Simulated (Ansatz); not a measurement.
# The cluster Na₉+: one state, many levels

The task here is to estimate one member of a computed series from the others.

Program: Ansatz 0.2.0, Gaussian basis. Level of theory: as each input shows. These are calculated values, not measurements.

Levels to be run: PBE/def2-TZVP, r2SCAN/def2-TZVP, CAM-B3LYP/def2-TZVP, HF/def2-TZVP, ωB97M-V/def2-TZVP, PBE/def2-SVP, PBE0/def2-SVP, HF/STO-3G, CCSD(T)/def2-SVP, MP2/def2-TZVP.

2 further runs of the same task are left out: 2 set aside as unsound or not needed. Runs told in other sessions of the task aren't counted.

## The structure

The singlet was relaxed beforehand with r2SCAN/def2-SVP. At that level it is the lowest of the isomers that a small search found.

9 atoms, charge 1, spin multiplicity 1.

Atoms are counted from 1 here; the program's logs count them from 0.

Bond lengths: Na1–Na2 3.234 Å, Na1–Na3 3.237 Å, Na1–Na4 3.219 Å, Na1–Na5 3.237 Å, Na1–Na6 3.215 Å, Na1–Na7 3.248 Å, Na1–Na8 3.242 Å, Na1–Na9 3.227 Å, Na2–Na5 3.904 Å, Na2–Na9 3.816 Å, Na3–Na5 3.808 Å, Na3–Na7 3.978 Å, Na3–Na9 3.853 Å, Na4–Na7 3.866 Å, Na4–Na8 3.890 Å, Na5–Na8 3.974 Å, Na6–Na7 3.862 Å, Na6–Na8 3.877 Å. Angles: Na2–Na1–Na3 114.2°, Na2–Na1–Na4 80.2°, Na2–Na1–Na5 74.2°, Na2–Na1–Na6 143.0°, Na2–Na1–Na7 142.0°, Na2–Na1–Na8 75.9°, Na2–Na1–Na9 72.4°, Na3–Na1–Na4 142.8°, Na3–Na1–Na5 72.1°, Na3–Na1–Na6 79.0°, Na3–Na1–Na7 75.7°, Na3–Na1–Na8 141.2°, Na3–Na1–Na9 73.2°, Na4–Na1–Na5 144.1°, Na4–Na1–Na6 110.8°, Na4–Na1–Na7 73.4°, Na4–Na1–Na8 74.1°, Na4–Na1–Na9 79.7° and more.

The ion is computed in the gas phase, without counter-ions or solvent.

PBE0/def2-TZVP was run before; its log isn't repeated, and its numbers join the tables.

Set-up of the first run:

start.molden holds the orbitals of an earlier run on this state, given as this run's starting guess.

in.yaml

```yaml
crystal:
  periodic: [false, false, false]
  atoms:
    - {symbol: Na, position_ang: [0.015281, -0.013257, 0.005164]}
    - {symbol: Na, position_ang: [2.397395, 2.156513, 0.282284]}
    - {symbol: Na, position_ang: [-2.958516, 1.256782, 0.157472]}
    - {symbol: Na, position_ang: [2.148919, -1.750021, 1.676451]}
    - {symbol: Na, position_ang: [-0.336489, 2.005967, -2.500041]}
    - {symbol: Na, position_ang: [-1.546713, -1.856492, -2.116396]}
    - {symbol: Na, position_ang: [-1.693578, -2.171278, 1.729715]}
    - {symbol: Na, position_ang: [2.234735, -1.002288, -2.140442]}
    - {symbol: Na, position_ang: [-0.261044, 1.374084, 2.905793]}
basis:
  gaussian: {orbitals: def2-TZVP, initial_orbitals: start.molden}
total_charge: 1
hamiltonian: {xc: pbe}
scf: {omitted_lower_state_checks: [starts]}
output: {forces: true, orbitals: {seedname: orbitals}}
```

Started as:

```sh
$ ansatz run in.yaml --threads 4 --pin off --events-out ev --progress --plain --max-ram 4787MiB
```

Steps of the session up to this table: PBE/def2-TZVP; r2SCAN/def2-TZVP; CAM-B3LYP/def2-TZVP; HF/def2-TZVP; ωB97M-V/def2-TZVP; PBE/def2-SVP; PBE0/def2-SVP; HF/STO-3G; CCSD(T)/def2-SVP; MP2/def2-TZVP.

One of the session's tables, all rows but one given; the rest of the session is left out.

| level | gap (eV) |
| --- | --- |
| HF/STO-3G | 4.14 |
| HF/def2-TZVP | 4.36 |
| PBE/def2-SVP | 1.27 |
| PBE/def2-TZVP | 1.26 |
| r2SCAN/def2-TZVP | 1.38 |
| PBE0/def2-SVP | ? |
| PBE0/def2-TZVP | 2.10 |
| CAM-B3LYP/def2-TZVP | 3.28 |
| ωB97M-V/def2-TZVP | 4.10 |

**Question.** Estimate the row for PBE0/def2-SVP.

As computed: gap (eV): 2.09. In the column «gap (eV)» it lies between r2SCAN/def2-TZVP (1.38) and PBE0/def2-TZVP (2.10).
